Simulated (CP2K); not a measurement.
**InF (SMILES [F][In]) at GFN2-xTB**

What is the energy change on altering one bond length of InF at GFN2-xTB? 

The results are computed with CP2K 2026.2.

4 further runs of the same task are left out: 1 that didn't finish, 3 set aside as unsound or not needed.

### Step 1. The system as given

The species is InF (2 atoms), meant as a singlet with charge 0. As SMILES, `[F][In]`. Geometry: relaxed at PBE0-D4/def2-TZVP.

Bond lengths: F1–In2 1.994 Å.

### Step 2. A single-point energy at GFN2-xTB

molecule.pdb

```
HETATM    1 F    MOL A   1       0.000   0.000   0.016  1.00  0.00           F
HETATM    2 In   MOL A   1       0.000   0.000   2.010  1.00  0.00          IN
END
```

gas.inp

```
&GLOBAL
    PROJECT gas
    RUN_TYPE ENERGY
    PRINT_LEVEL MEDIUM
&END GLOBAL
&FORCE_EVAL
    METHOD Quickstep
    &DFT
        &QS
            METHOD XTB
            EPS_DEFAULT 1.0E-10
            &XTB
                GFN_TYPE TBLITE
                &TBLITE
                    METHOD GFN2
                &END TBLITE
                CHECK_ATOMIC_CHARGES F
            &END XTB
        &END QS
        &POISSON
            PERIODIC NONE
            POISSON_SOLVER ANALYTIC
        &END POISSON
        &SCF
            SCF_GUESS ATOMIC
            EPS_SCF 1.0E-07
            MAX_SCF 150
            ADDED_MOS 4
            &DIAGONALIZATION
                ALGORITHM STANDARD
            &END DIAGONALIZATION
            &MIXING
                METHOD DIRECT_P_MIXING
                ALPHA 0.4
            &END MIXING
            &SMEAR ON
                METHOD FERMI_DIRAC
                ELECTRONIC_TEMPERATURE [K] 300
            &END SMEAR
        &END SCF
        &PRINT
            &MOMENTS
                PERIODIC F
                REFERENCE COM
                MAX_MOMENT 1
            &END MOMENTS
            &MO ON
                ENERGIES T
                OCCUPATION_NUMBERS T
                NDIGITS 6
                &EACH
                    QS_SCF 0
                &END EACH
                ADD_LAST NUMERIC
            &END MO
            &HIRSHFELD OFF
            &END HIRSHFELD
        &END PRINT
    &END DFT
    &SUBSYS
        &CELL
            ABC 16 16 18
            PERIODIC NONE
        &END CELL
        &TOPOLOGY
            COORD_FILE_NAME molecule.pdb
            COORD_FILE_FORMAT PDB
            CONN_FILE_FORMAT OFF
            &CENTER_COORDINATES
            &END CENTER_COORDINATES
        &END TOPOLOGY
    &END SUBSYS
&END FORCE_EVAL
```

Run with:

```
$ OMP_NUM_THREADS=1 cp2k.psmp gas.inp > gas.out
```

The log of the run, cut to the lines that bear on the results:

```text
CP2K| version string:                                       CP2K version 2026.2
[...]
 GLOBAL| Method name                                                        CP2K
[...]
 GLOBAL| Run type                                                         ENERGY
[...]
                             - Atoms:                                          2
[...]
                             - Spherical basis functions:                     13
[...]
 Number of electrons:                                                         10
[...]
  *** SCF run converged in    11 steps ***
[...]
  Fermi energy:                                                -0.21076494130139
[...]
 TB_DIPOLE| Moment [Debye]          0.00000000       0.00000000       4.35189361
 TB_DIPOLE| Derivative [a.u.]       0.00000000       0.00000000       0.00000000
[...]
 ENERGY| Total FORCE_EVAL ( QS ) energy [hartree]             -6.057378039772245
[...]
```

It took 0.93 s on 1 thread of Intel Xeon Platinum 8488C (Sapphire Rapids), shared host; peak memory 0.2 GiB.

### Step 3. The distorted shape, same level

molecule.pdb

```
HETATM    1 F    MOL A   1       0.000   0.000  -0.582  1.00  0.00           F
HETATM    2 In   MOL A   1       0.000   0.000   2.010  1.00  0.00          IN
END
```

qs.inp

```
&GLOBAL
    PROJECT qs
    RUN_TYPE ENERGY
    PRINT_LEVEL MEDIUM
&END GLOBAL

&FORCE_EVAL
    METHOD Quickstep
    &DFT
        &QS
            METHOD XTB
            EPS_DEFAULT 1.0E-10
            &XTB
                GFN_TYPE TBLITE
                &TBLITE
                    METHOD GFN2
                &END TBLITE
                CHECK_ATOMIC_CHARGES F
            &END XTB
        &END QS
        &POISSON
            PERIODIC NONE
            POISSON_SOLVER ANALYTIC
        &END POISSON
        # SCF settings
        &SCF
            SCF_GUESS ATOMIC
            EPS_SCF 1.0E-07
            MAX_SCF 150
            ADDED_MOS 4
            &DIAGONALIZATION
                ALGORITHM STANDARD
            &END DIAGONALIZATION
            &MIXING
                METHOD DIRECT_P_MIXING
                ALPHA 0.4
            &END MIXING
            &SMEAR ON
                METHOD FERMI_DIRAC
                ELECTRONIC_TEMPERATURE [K] 300
            &END SMEAR
        &END SCF
        &PRINT
            &MOMENTS
                PERIODIC F
                REFERENCE COM
                MAX_MOMENT 1
            &END MOMENTS
            &MO ON
                ENERGIES T
                OCCUPATION_NUMBERS T
                NDIGITS 6
                &EACH
                    QS_SCF 0
                &END EACH
                ADD_LAST NUMERIC
            &END MO
            &HIRSHFELD OFF
            &END HIRSHFELD
        &END PRINT
    &END DFT
    # structure
    &SUBSYS
        &CELL
            ABC 16 16 18.6
            PERIODIC NONE
        &END CELL
        &TOPOLOGY
            COORD_FILE_NAME molecule.pdb
            COORD_FILE_FORMAT PDB
            CONN_FILE_FORMAT OFF
            &CENTER_COORDINATES
            &END CENTER_COORDINATES
        &END TOPOLOGY
    &END SUBSYS
&END FORCE_EVAL
```

Run with:

```
$ OMP_NUM_THREADS=1 cp2k.psmp -i qs.inp -o qs.out
```

The log of the run, cut to the lines that bear on the results:

```text
CP2K| version string:                                       CP2K version 2026.2
[...]
 GLOBAL| Method name                                                        CP2K
[...]
 GLOBAL| Run type                                                         ENERGY
[...]
                             - Atoms:                                          2
[...]
                             - Spherical basis functions:                     13
[...]
 Number of electrons:                                                         10
[...]
  *** SCF run converged in    21 steps ***
[...]
  Fermi energy:                                                -0.25066078739959
[...]
 TB_DIPOLE| Moment [Debye]          0.00000000       0.00000000       6.81901307
 TB_DIPOLE| Derivative [a.u.]       0.00000000       0.00000000       0.00000000
[...]
 ENERGY| Total FORCE_EVAL ( QS ) energy [hartree]             -6.031277946722291
[...]
```

It took 0.92 s on 1 thread of Intel Xeon Platinum 8488C (Sapphire Rapids), shared host; peak memory 0.2 GiB.

### Step 4. Results

At GFN2-xTB:

| quantity | value |
| --- | --- |
| first shape: total energy | -6.05738 Eh |
| first shape: dipole moment (from atomic charges alone) | 4.35 D |
| first shape: HOMO energy | -10.90 eV |
| first shape: LUMO energy | -4.80 eV |
| first shape: HOMO–LUMO gap | 6.10 eV |
| first shape: dispersion energy | -1.18 kJ/mol |
| distorted shape: total energy | -6.03128 Eh |
| distorted shape: dipole moment (from atomic charges alone) | 6.82 D |
| distorted shape: HOMO energy | -9.55 eV |
| distorted shape: LUMO energy | -5.89 eV |
| distorted shape: HOMO–LUMO gap | 3.66 eV |
| distorted shape: dispersion energy | -1.41 kJ/mol |
| energy change with the F1–In2 bond stretched from 1.994 to 2.592 Å | 0.710 eV |

**Reading.** With the F1–In2 bond stretched from 1.994 to 2.592 Å the energy rises by 0.71 eV (16.4 kcal/mol). The first shape isn't relaxed at this level, so the change isn't measured from a minimum. The dipole (first shape) comes from point charges on the atoms alone, without atomic dipoles, so it is partial. The dipole (distorted shape) comes from point charges on the atoms alone, without atomic dipoles, so it is partial.
